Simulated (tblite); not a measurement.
# C6H10B2S: the cost of one run

The runs use tblite 0.8.0 and PySCF 2.14.0, with density-fitted response routines of our own; the level of theory stands in each step. All values are computed, except where a source is named. Atoms count from 0, in the outputs and in this text.

**1. The molecule as given**

19 atoms, charge 0, multiplicity 1; geometry from: force field or distance geometry start.

Bonds of the start (Å): B0–C1 1.57, C1–B2 1.61, B2–C3 1.62, B2–C4 1.55, C4–C5 1.36, C5–C6 1.33, C6–C7 1.36, C7–S8 1.86, S8–C4 1.84, B0–H9 1.18, B0–H10 1.21, C1–H11 1.11, C1–H12 1.09, C3–H13 1.10, C3–H14 1.11, C3–H15 1.11, C5–H16 1.13, C6–H17 1.14, C7–H18 1.05.

**2. Geometry optimisation with GFN2-xTB**

What the job is given:

```
{"job": {"kind": "relax", "xc": "GFN2-xTB", "basis": "xTB"}, "charge": 0, "multiplicity": 1}
B     -1.979000    -1.601500     0.626900
C     -1.851100    -0.405700    -0.386600
B     -0.799400     0.710300     0.107100
C     -1.184300     2.203900    -0.394400
C      0.665000     0.331600     0.424500
C      1.350500    -0.767200     0.006600
C      2.624700    -0.962000     0.352300
C      3.311300    -0.086400     1.136100
S      1.975100     1.173800     1.404600
H     -1.450100    -1.588800     1.683900
H     -2.921900    -2.352300     0.566200
H     -2.842200     0.089400    -0.444600
H     -1.570300    -0.751600    -1.382700
H     -1.197100     2.161000    -1.494300
H     -2.123700     2.576300     0.070500
H     -0.305700     2.818300    -0.096000
H      0.808900    -1.513100    -0.639500
H      3.175100    -1.900800    -0.000000
H      4.304500    -0.125900     1.482500
```

Command:

```console
> OMP_NUM_THREADS=1 python probes_run.py task.json out
```

The driver reads the jobs from task.json and runs them one after another.

**Question.** How long does this first job take on 1 thread of Arm Neoverse V2, shared host?

About 1 s.
